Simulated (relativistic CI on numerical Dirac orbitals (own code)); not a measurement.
# Ir XXXI (Ir³⁰⁺): levels and lines

Aim: the low levels of Ir³⁰⁺, their labels and the strongest lines; further runs change one setting each.

Method: Dirac-Coulomb-Breit CI, KLI orbitals optimised for each configuration, model QED (radiative potential, 1s self-energy scaled to tabulated hydrogen-like ionisation energies). Code: relativistic CI on numerical Dirac orbitals (own code) version 4.

## Step 1: The atom as given

- ion: Ir³⁰⁺ (Ir XXXI)
- nuclear charge: 77
- electrons: 47
- isotope: A = 193
- first configuration typed: [Kr] 4d10 4f

The outer shells:

first configuration typed
```
[Kr] core
4d [↑↓][↑↓][↑↓][↑↓][↑↓]
4f [↑ ][  ][  ][  ][  ][  ][  ]
```

## Step 2: Base run

Input settings:

```ini
atom Ir  Z=77  charge=30  electrons=47
nucleus A=193  rms_radius_fm=5.4032
hamiltonian dirac-coulomb  breit=on  qed=on  c_scale=1
orbitals kli  potential=per-configuration
slater_scale 1
correlation none
mixing on
configurations
  [Kr] 4d10 4f
  [Kr] 4d9 4f2
  [Kr] 4d10 5s
  [Kr] 4d10 5p
  [Ar] 3d10 4s2 4p5 4d10 4f2
  [Kr] 4d10 5d
  [Ar] 3d10 4s 4p6 4d10 4f2
  [Kr] 4d9 4f 5s
  [Kr] 4d10 5f
  [Kr] 4d9 4f 5p
  [Kr] 4d10 6s
  [Kr] 4d10 5g
  [Kr] 4d10 6p
  [Kr] 4d10 6d
  [Ar] 3d10 4s2 4p5 4d10 4f 5s
  [Kr] 4d10 6f
  [Kr] 4d9 4f 5f
  [Kr] 4d10 7s
  [Kr] 4d10 7p
  [Ar] 3d10 4s 4p6 4d10 5s2
  [Kr] 4d9 4f 6p
end
```

On the command line:

```console
$ python run_levels.py task.json out
```

task.json lists these runs, among others, and the program works through them in turn.

## Step 3: Slater integrals scaled by 0.9

The settings differ from step 2 so:

```diff
@@ -4,3 +4,3 @@
 orbitals kli  potential=per-configuration
-slater_scale 1
+slater_scale 0.9
 correlation none
```

## Step 4: Non-relativistic limit (c × 1000)

The settings differ from step 3 so:

```diff
@@ -2,5 +2,5 @@
 nucleus A=193  rms_radius_fm=5.4032
-hamiltonian dirac-coulomb  breit=on  qed=on  c_scale=1
+hamiltonian dirac-coulomb  breit=off  qed=off  c_scale=1000
 orbitals kli  potential=per-configuration
-slater_scale 0.9
+slater_scale 1
 correlation none
```

## Step 5: One common potential

The settings differ from step 4 so:

```diff
@@ -2,4 +2,4 @@
 nucleus A=193  rms_radius_fm=5.4032
-hamiltonian dirac-coulomb  breit=off  qed=off  c_scale=1000
-orbitals kli  potential=per-configuration
+hamiltonian dirac-coulomb  breit=on  qed=on  c_scale=1
+orbitals kli  potential=mean
 slater_scale 1
```

(Steps that only read results are left out.)

Before running it: what results should come out? Wanted: lowest level; first excitation; lowest level of the other parity; fastest E1 line; ionisation energy.

As calculated:

| run | time | mean size of shift, levels followed (cm⁻¹) | lowest level | ionisation energy (eV) |
| --- | --- | --- | --- | --- |
| main run | 1.6 s | 0 | 4f 2F°5/2 | 1062.6 |
| Slater integrals scaled by 0.9 | 1.6 s | 6268 | 4f 2F°5/2 | 1062.6 |
| non-relativistic limit (c × 1000) | 0.86 s | 39022 | 4f 2F°5/2 | - |
| one common potential | 0.89 s | 483 | 4f 2F°5/2 | - |

The tabulated theoretical ionisation energy (NIST) is 1080 eV.

| quantity | value |
| --- | --- |
| lowest level | 4f 2F°5/2 |
| first excitation | 4f 2F°7/2, 39001 cm⁻¹ |
| lowest level of the other parity | 5s 2S1/2, 181.82 eV |
| levels in the model | 735 |
| fastest E1 line (by rate) to the lowest level among the lowest 400 of 735 levels | 2.382 nm, from 5g 2G7/2 |
| ionisation energy | 1062.6 eV |
| ionisation energy, tabulated theoretical (NIST) | 1080 eV |

4f 2F°5/2 comes out lowest; its LS label holds 100 % and its jj label 100 %; over the low levels the means are 59 and 81 %, so jj coupling describes them better. The ionisation energy agrees with the tabulated theoretical value within its uncertainty of 50 eV. The largest mover is «non-relativistic limit (c × 1000)» (39022 cm⁻¹ on average). Lifetimes count radiative decay inside the model alone.
